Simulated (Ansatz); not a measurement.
Al3Cu, space group Pm-3m: an equation of state with a fit, run with the Python package of Ansatz (0.2.0).

Script `run_eos.py`:
```python
"""Energy against volume for Al3Cu, with a fit."""

from dataclasses import dataclass
import warnings

import ansatz
import numpy as np
from pymatgen.analysis.eos import EOS


@dataclass(frozen=True)
class Options:
    width_ev: float = 0.1
    kmesh: tuple[int, ...] = (6, 6, 6)


settings = Options()

vectors0 = np.array([
    [3.924151, 0.0, 0.0],
    [0.0, 3.924151, 0.0],
    [0.0, 0.0, 3.924151],
])
sites = [
    ("Al", (0.0, 0.5, 0.5)),
    ("Al", (0.5, 0.0, 0.5)),
    ("Al", (0.5, 0.5, 0.0)),
    ("Cu", (0.0, 0.0, 0.0)),
]


def crystal_on(cell):
    crystal = ansatz.Crystal(lattice=ansatz.Lattice.of(cell))
    for symbol, position in sites:
        crystal = crystal.atom(symbol, position)
    return crystal

warnings.simplefilter("ignore", ansatz.DeckWarning)

# scale the volume, keep shape and fractions
volumes, energies = [], []
for scale in np.linspace(0.92, 1.08, 7):
    cell = vectors0 * scale ** (1 / 3)
    model = (
        crystal_on(cell).calculation()
        .functional(ansatz.Functional.PBESOL)
        .occupations(ansatz.OccupationsMethod.COLD, width=settings.width_ev)
        .basis(38 * ansatz.Ry)
        .kpoints(*settings.kmesh)
    )
    report = model.run().report
    volumes.append(abs(np.linalg.det(cell)) / len(sites))
    energies.append(report["free_energy_ev"] / len(sites))
    print(f"V = {volumes[-1]:8.4f} A^3/atom  F = {energies[-1]:.5f} eV/atom")

for form in ["murnaghan", "birch_murnaghan"]:
    fit = EOS(eos_name=form).fit(volumes, energies)
    print(f"{form:18s} V0 {fit.v0:8.4f} A^3/atom  B0 {fit.b0_GPa:7.1f} GPa  B1 {fit.b1:5.2f}")
```

From its runs, with one value withheld:

| V (Å³/atom) | F less the lowest row shown (meV/atom) |
| --- | --- |
| 13.898 | 15.17 |
| 14.301 | 3.60 |
| 14.704 | 0.00 |
| 15.107 | 3.29 |
| 15.510 | 12.58 |
| 15.913 | 27.10 |
| 16.316 | ? |

What is the missing energy at 16.316 Å³ an atom?

A third-order Birch-Murnaghan fit, E = E0 + (9 V0 B0 / 16) [(t - 1)³ B' + (t - 1)² (6 - 4t)] with t = (V0/V)^(2/3), through the 6 rows shown gives V0 = 14.704 Å³, B0 = 100.1 GPa, B' = 4.14 and E0 = 0.00 meV. At V = 16.316 Å³, t = 0.93301, and the fit extrapolates to 46.14 meV. The run gave 46.17 meV, a miss of 0.02 meV.

What to keep in mind:
- The mesh is modest for a metal, so energies can be off by several to tens of meV an atom and pressures by half a GPa or more; differences at equal mesh fare better.
- This cell is a computed structure, which may not be the phase found in nature.
- Finished in 9.3 s on 1 thread of Intel(R) Xeon(R) Processor @ 2.30GHz, with other jobs on the host, peak memory 0.6 GiB.
